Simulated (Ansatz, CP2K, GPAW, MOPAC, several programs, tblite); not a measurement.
# What each method gives for KSrCl3 (cubic perovskite)

KSrCl3, cubic perovskite, relaxed with r2SCAN in Ansatz, was computed with several methods. It is cubic, Pm-3m (No. 221); a = 5.636 Å in the conventional setting, 35.81 Å³ an atom. K is surrounded by 12 Cl at 3.99 Å; Sr is surrounded by 6 Cl at 2.82 Å; Cl is surrounded by 2 Sr at 2.82 Å and 4 K at 3.99 Å. Simulation only: spin-unpolarised, and no claim that this is the phase found in nature.

```cif
data_structure
_symmetry_space_group_name_H-M 'Pm-3m'
_symmetry_Int_Tables_number 221
_cell_length_a 5.6362
_cell_length_b 5.6362
_cell_length_c 5.6362
_cell_angle_alpha 90.000
_cell_angle_beta 90.000
_cell_angle_gamma 90.000
_cell_volume 179.04
loop_
_atom_site_label
_atom_site_type_symbol
_atom_site_symmetry_multiplicity
_atom_site_Wyckoff_symbol
_atom_site_fract_x
_atom_site_fract_y
_atom_site_fract_z
_atom_site_occupancy
K1 K 1 a 0.00000 0.00000 0.00000 1
Sr1 Sr 1 b 0.50000 0.50000 0.50000 1
Cl1 Cl 3 c 0.50000 0.50000 0.00000 1
```

Gaps and times are for a single point on this cell; volume and bulk modulus come from each method's own relaxation or energy curve at fixed shape. Times are rough, from shared hosts (Arm Neoverse V2), and each method has its own mesh and cell size. GFN1-xTB (tblite): levels, charges or heat of formation failed a check of plausibility, so no values are given. A star marks a curve whose lowest point is an end point. PM6 (MOPAC), PM7 (MOPAC), GFN1-xTB (tblite), GFN2-xTB (tblite) treat a cluster of cells at its zone centre, which samples few k points: where these miss a band edge, the gap comes out too large for that reason alone. Gaps from k meshes are read at a limited set of points (mesh, symmetry points, PBE's band edges), so each method's own least gap may be somewhat smaller. xTB and the PM methods were fitted mostly to molecules, and can miss a solid's gap by electronvolts. Minimal bases can be far off for gaps. GLLB-SC's gap includes the derivative discontinuity. d marks a direct gap, i an indirect one (no mark: not told apart), a dash a value that wasn't computed or didn't pass its checks.

```
                          method              kind  gap (eV)  own volume (Å³/atom)  bulk modulus (GPa)  atoms computed  processor time
light PBE (260 eV, its own mesh)  light plane-wave    4.48 i                     –                   –               5             1 s
               GFN1-xTB (tblite)     tight binding         –                     –                   –              40           2.2 s
                     PM6 (MOPAC)    semi-empirical      9.19                     –                   –              40           2.3 s
               GFN2-xTB (tblite)     tight binding      2.80                31.77*                   –              40           2.3 s
                     PM7 (MOPAC)    semi-empirical     10.95                     –                   –              40           2.5 s
                             PBE         semilocal    4.48 i                 36.55                  20               5           3.2 s
                  PBE/SZV (CP2K)       small basis    2.72 i                39.30*                   –               5           5.8 s
                          r2SCAN         semilocal    5.19 i                 35.81                  23               5           8.7 s
                 PBE/DZVP (CP2K)       small basis    4.45 i                 36.84                  21               5            11 s
                  GLLB-SC (GPAW)   model potential      9.35                     –                   –               5            30 s
```

Against r2SCAN (5.19 eV) the nearest gap at the points sampled is that of PBE (-0.70 eV) and the farthest that of PM7 (MOPAC) (+5.77 eV). r2SCAN is only a yardstick of convenience: semilocal gaps usually lie below measured ones, which GLLB-SC and hybrids aim to mend.

Volumes against r2SCAN's: PBE +2.1 %, PBE/DZVP (CP2K) +2.9 %.

The runs are scalar-relativistic, without spin-orbit coupling.
